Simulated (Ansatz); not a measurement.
# LiH: the cost of one run

Method: DFT r2SCAN, scalar-relativistic, plane waves, PAW, in Ansatz 0.2.0.

### Step 1. The system as given

The structure is cubic, space group Fm-3m (No. 225). Conventional cell: a = 4.065 Å, b = 4.065 Å, c = 4.065 Å, α = 90.00°, β = 90.00°, γ = 90.00°. Li (site symmetry m-3m) has 6 H at 2.03 Å in its first shell of neighbours. H (site symmetry m-3m) is surrounded by 6 Li at 2.03 Å.

As a file:

```cif
data_structure
_symmetry_space_group_name_H-M 'Fm-3m'
_symmetry_Int_Tables_number 225
_cell_length_a 4.0650
_cell_length_b 4.0650
_cell_length_c 4.0650
_cell_angle_alpha 90.000
_cell_angle_beta 90.000
_cell_angle_gamma 90.000
_cell_volume 67.17
loop_
_atom_site_label
_atom_site_type_symbol
_atom_site_symmetry_multiplicity
_atom_site_Wyckoff_symbol
_atom_site_fract_x
_atom_site_fract_y
_atom_site_fract_z
_atom_site_occupancy
Li1 Li 4 a 0.00000 0.00000 0.00000 1
H1 H 4 b 0.50000 0.00000 0.00000 1
```

The structure comes from the Crystallography Open Database.

### Step 2. Probe: one point at the start

input.yaml reads:

```yaml
crystal:
  lattice:
    - [0.0, 2.0325, 2.0325]
    - [2.0325, 0.0, 2.0325]
    - [2.0325, 2.0325, 0.0]
  atoms:
    - { symbol: Li, position: [0.0, 0.0, 0.0] }
    - { symbol: H, position: [0.5, 0.5, 0.5] }
basis:
  ecutwfc: 500
kpoints:
  mp_grid: { grid: [8, 8, 8] }
hamiltonian:
  xc: r2scan
scf:
  occupations: { method: gaussian, width: 0.1 }
output:
  forces: true
  stress: true
  eigenvalues: true
```

Started as:

```
ansatz run input.yaml --threads 1 --pin off --max-ram 2560MiB --backend cpu --events-out ev --progress --plain --runs-dir out
```

What time and memory should one allow on 1 thread of Arm Neoverse V1, shared host?

About 1 s, with a peak of 0.25 GiB.
